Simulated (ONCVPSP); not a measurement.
# An ONCV potential for titanium, from input to tests

Task: generate the file, and judge it by its errors in other configurations, its logarithmic derivatives, its ghosts and its cutoff.

The numbers are computed with ONCVPSP 4.0.1.1 (patched build) (PBE, scalar-relativistic, spin-unpolarised reference atom).

## Step 1: Starting point

Typed settings, in words:

| Item | Value |
| --- | --- |
| element | titanium (Ti, Z = 22) |
| type | optimised norm-conserving Vanderbilt (ONCV) |
| frozen core | [Ar] |
| valence charge | 4 |
| reference configuration | 3d2 4s2 |
| partial waves | 4s: rc 3.15 bohr, ncon 4, nbas 7, qcut 1.6 1/bohr, 1 projector; p scattering state at 0.02 Ha: rc 2.40 bohr, ncon 3, nbas 6, qcut 2.8 1/bohr, 3 projectors, debl 2.1 Ha; 3d: rc 2.35 bohr, ncon 4, nbas 9, qcut 7.2 1/bohr, 2 projectors, debl 3.8 Ha; f scattering state at 0.08 Ha: rc 3.40 bohr, ncon 3, nbas 6, qcut 3.4 1/bohr, 2 projectors, debl 3.6 Ha |
| local potential | polynomial inside 2.05 bohr (lpopt 5, dvloc0 0 Ha) |
| core correction | Teter function fitted to the true core (icmod 2), fcfact 0.4 |

The nodes and maxima of the atom's own shells, from an earlier all-electron run, set the scale for the radii.

All-electron outer shells of the reference configuration (PBE, scalar-relativistic, ld1.x):

```json
{"shell": "3p", "level (eV)": "-38.86", "outermost node (bohr)": "0.37", "outermost maximum (bohr)": "0.90"}
{"shell": "4s", "level (eV)": "-4.47", "outermost node (bohr)": "1.24", "outermost maximum (bohr)": "2.92"}
{"shell": "3d", "level (eV)": "-4.26", "outermost node (bohr)": "–", "outermost maximum (bohr)": "0.98"}
{"shell": "4p", "level (eV)": "-1.47", "outermost node (bohr)": "1.39", "outermost maximum (bohr)": "3.80"}
```

## Step 2: The generation run

Ti.dat

```
# ATOM AND REFERENCE CONFIGURATION
# atsym  z   nc   nv     iexc    psfile
  Ti 22.00    5    2        4      upf
#
#   n    l    f
    1    0    2.00
    2    0    2.00
    2    1    6.00
    3    0    2.00
    3    1    6.00
    3    2    2.00
    4    0    2.00
#
# PSEUDOPOTENTIAL AND OPTIMIZATION
# lmax
    3
#
#   l,   rc,      ep,       ncon, nbas, qcut
    0    3.15    0.00    4    7    1.60
    1    2.40    0.02    3    6    2.80
    2    2.35    0.00    4    9    7.20
    3    3.40    0.08    3    6    3.40
#
# LOCAL POTENTIAL
# lloc, lpopt,  rc(5),   dvloc0
    4    5    2.05    0.00
#
# VANDERBILT-KLEINMAN-BYLANDER PROJECTORs
# l, nproj, debl
    0    1    0.70
    1    3    2.10
    2    2    3.80
    3    2    3.60
#
# MODEL CORE CHARGE
# icmod, fcfact, rcfact
    2    0.40    0.75
#
# LOG DERIVATIVE ANALYSIS
# epsh1, epsh2, depsh
   -2.00    5.00    0.02
#
# OUTPUT GRID
# rlmax, drl
    6.00    0.01
#
# TEST CONFIGURATIONS
# ncnf
    4
# nvcnf
#   n    l    f
    2
    3    2    2.00
    4    0    1.00
#
    2
    3    2    2.00
    4    0    0.00
#
    2
    3    2    1.00
    4    0    0.00
#
    2
    3    2    3.00
    4    0    0.00
#
```

Started as:

```bash
$ oncvpsp.x < Ti.dat > Ti.out
```

What does the calculation give? Wanted: cutoffs for 1 and 0.1 mHa per electron, occupied waves; bound ghosts; GHOST(+) flags; largest test error; largest phase difference near zero energy, channels read; rms error of d²Exc/dn², without and with the model core.

The runs gave:

```
                                                quantity                                             value
  cutoffs for 1 and 0.1 mHa per electron, occupied waves                                   18 Ha and 21 Ha
                                            bound ghosts                                   p at -381.76 eV
                                          GHOST(+) flags  s at 0 eV, p at 148 eV, p at 443 eV, f at 104 eV
                            largest test error (AE − PS)                             -202 meV, for 3d1 4s0
largest phase difference near zero energy, channels read                                         3.106 rad
 rms error of d²Exc/dn², without and with the model core                                22.02 and 8.44 mHa
```

**Reading.** It has a bound ghost (p), a state that the atom doesn't have, and that rules the file out. The worst unpolarised test, 3d1 4s0, is off by 202 meV on 47.9 eV; by total energies transferability rates as poor. That test lies far up in energy; among those under 40 eV, nearer to bonding, the largest error is 33 meV. By its cutoff, 18 Ha for the looser tolerance, it is of middling hardness. At the looser tolerance the 3d wave is the slowest; 4s needs 6 Ha. Of the channels read, s scatters worst near zero energy, by up to 3.11 rad (at the energies tabulated). A step near π is an extra or missing state, not a misfit of shape. The pseudo curves have a pole with no partner nearby in the atom's: s at 0.00 Ha. The program also flags highly localised states, GHOST(+) (s, p, f). These are tests on the free atom; a crystal test is still owed.
